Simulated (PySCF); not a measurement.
# C5H6F2: the cost of one run

Programs: PySCF 2.14.0, with density-fitted response routines of our own. Each step states its level of theory. These are calculated values for one molecule in the gas phase, unless marked as measured. Atoms count from 0, in the outputs and in this text.

## 1. The starting structure

13 atoms, charge 0, multiplicity 1; geometry from: GFN2-xTB. The atoms were then displaced at random by about 0.01 Å, so the start is not that level's minimum.

Bonds of the start (Å): F0–C1 1.40, C1–C2 1.50, C2–C3 1.30, C3–F4 1.33, C3–C5 1.52, C5–C6 1.57, C6–C2 1.50, C1–H7 1.10, C1–H8 1.10, C5–H9 1.08, C5–H10 1.10, C6–H11 1.08, C6–H12 1.08.

## 2. Geometry optimisation at PBE0-D3(BJ)/def2-SVP

Job settings and geometry (Å):

```
{"job": {"xc": "PBE0", "basis": "def2-SVP", "d3": "d3bj", "grid": 1, "shake": 0.01, "kind": "geom"}, "charge": 0, "multiplicity": 1}
F      2.286350    -0.065460     1.408740
C      1.886310     0.058640     0.077700
C      0.392960     0.091190    -0.055620
C     -0.456000     0.954080    -0.516640
F     -0.412010     2.140850    -1.114520
C     -1.694850     0.124680    -0.200090
C     -0.649640    -0.901170     0.357550
H      2.333660    -0.807600    -0.429920
H      2.337570     0.989590    -0.288230
H     -2.266250    -0.223420    -1.047760
H     -2.374600     0.540870     0.551600
H     -0.620270    -1.845270    -0.169790
H     -0.757390    -1.073860     1.416660
```

Run with:

```
$ OMP_NUM_THREADS=1 python probes_run.py task.json out
```

This one command runs all jobs of the session in turn.

Q: Estimate the wall time and peak memory of this first job on 1 thread of Arm Neoverse V1, shared host.

About 72 s, with a peak of 0.5 GiB.
